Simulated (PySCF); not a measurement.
# GeH9NSi2: the cost of one run

Programs: PySCF 2.14.0, with density-fitted response routines of our own. Each step states its level of theory. These are calculated values for one molecule in the gas phase, unless marked as measured. Atoms are numbered from 0 throughout.

### 1 The starting structure

13 atoms, charge 0, multiplicity 1; geometry from: GFN2-xTB. The atoms were then displaced at random by about 0.01 Å, so the start is not that level's minimum.

Bonds of the start (Å): Si0–N1 1.73, N1–Si2 1.75, N1–Ge3 1.86, Si0–H4 1.49, Si0–H5 1.47, Si0–H6 1.46, Si2–H7 1.44, Si2–H8 1.44, Si2–H9 1.48, Ge3–H10 1.52, Ge3–H11 1.50, Ge3–H12 1.45.

### 2 Optimising the geometry at PBE0-D3(BJ)/def2-SVP

The job: settings as JSON, then the geometry in Å.

```
{"job": {"xc": "PBE0", "basis": "def2-SVP", "d3": "d3bj", "grid": 1, "shake": 0.01, "kind": "geom"}, "charge": 0, "multiplicity": 1}
Si     0.129950     1.676430     0.540990
N     -0.034930     0.086070    -0.108920
Si    -1.593350    -0.682180    -0.344510
Ge     1.474880    -0.991260     0.012550
H     -0.960770     2.485960    -0.081550
H     -0.017010     1.706580     1.999140
H      1.444140     2.195380     0.154540
H     -2.463700     0.343640    -0.866510
H     -1.366750    -1.761340    -1.276750
H     -2.087800    -1.231230     0.937550
H      1.553210    -1.589890     1.402690
H      1.298570    -2.098260    -0.977070
H      2.629380    -0.156790    -0.281080
```

Started as:

```console
OMP_NUM_THREADS=1 python probes_run.py task.json out
```

The driver reads the jobs from task.json and runs them one after another.

Q: Estimate the wall time and peak memory of this first job on 1 thread of Arm Neoverse V2, shared host.

About 42 s, with a peak of 0.54 GiB.
